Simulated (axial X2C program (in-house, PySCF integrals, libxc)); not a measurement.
**BrCrBr⁺: the levels of the configuration d3 s0 p(π)0**

Aim: the spin–orbit levels of BrCrBr⁺ that arise from the configuration d3 s0 p(π)0 of Cr, and how they move with the bond.

Program: an in-house X2C program for linear molecules on PySCF integrals. Level of theory: two-component X2C, average-of-configuration Hartree–Fock and CI in the open shells. These are calculated values, not measurements.

All values are calculated.

## Step 1: The job

Input file task.json:

```json
{
 "zs": [
  35,
  24,
  35
 ],
 "q": 1,
 "bas": [
  "dyall-v3z",
  "dyall-v3z",
  "dyall-v3z"
 ],
 "r0": 2.36,
 "metal": 1,
 "shells": [
  [
   2,
   [
    0,
    1,
    2
   ],
   3
  ],
  [
   0,
   [
    0
   ],
   0
  ],
  [
   1,
   [
    1
   ],
   0
  ]
 ],
 "fix": 0,
 "emax": 3.2,
 "nroots": 4
}
```

Keys: zs atomic numbers; q charge; bas basis sets; r0 starting distance in Å; metal index of the metal atom; shells open shells as [l, |m| values, electrons]; fix electron count of the first shell held; emax energy window in eV; nroots roots for each Ω.

Run with:

```
$ python soci.py task.json out
```

Two-component X2C with atomic mean-field Coulomb and Gaunt terms, basis Br dyall-v3z, Cr dyall-v3z (cores contracted in-house). Orbitals come from Hartree–Fock averaged over the configuration Cr d3 s0 p(π)0; CI then distributes these electrons over the d, s, p(π) shells of Cr.

## Step 2: CI at Br–Cr–Br held linear, both bonds 2.268 Å

Before running it: what results should come out? Wanted: lowest level of the model; next level; lowest curve, Re and ωe.

The runs gave:

| quantity | value |
| --- | --- |
| lowest level of the model | Ω = 1/2, g∥ = 2.21, 100% d3 |
| next level | Ω = 3/2, 73 cm⁻¹ higher |
| lowest curve, Re and ωe | 2.254 Å, 252.6 cm⁻¹ |

**Reading.** In the lowest level ⟨Sz⟩ = 0.61 and ⟨Lz⟩ = -0.11; its leading determinant has weight 0.25 among 97. From 2.268 to 2.189 Å the gap from the lowest to the fifth level goes from 650 to 1080 cm⁻¹. Without dynamic correlation distances can be off by several hundredths of an Å, and the wavenumbers are rough. There is no dynamic correlation: spin–orbit spacings and, for f shells, spacings inside one term are the most reliable numbers, splittings between terms come out too wide, and energies between configurations are not reliable, so the lowest level need not be the ground state of the molecule. For d shells the ligand-field splittings (σ, π, δ) and their order can be off by a thousand cm⁻¹ or more. At most 4 roots were kept for each Ω > 0 (twice that for Ω = 0) within 3.2 eV of the lowest, so higher up levels can be missing between those listed; levels with Ω > 0 are doubly degenerate and listed once, Ω = 0 levels singly. Some active spinors are only partly of the character that their shell is named for, so the shell names and counts are nominal. States that fill the shells left empty in the average are placed too high. The molecule was held linear; bending was not examined.
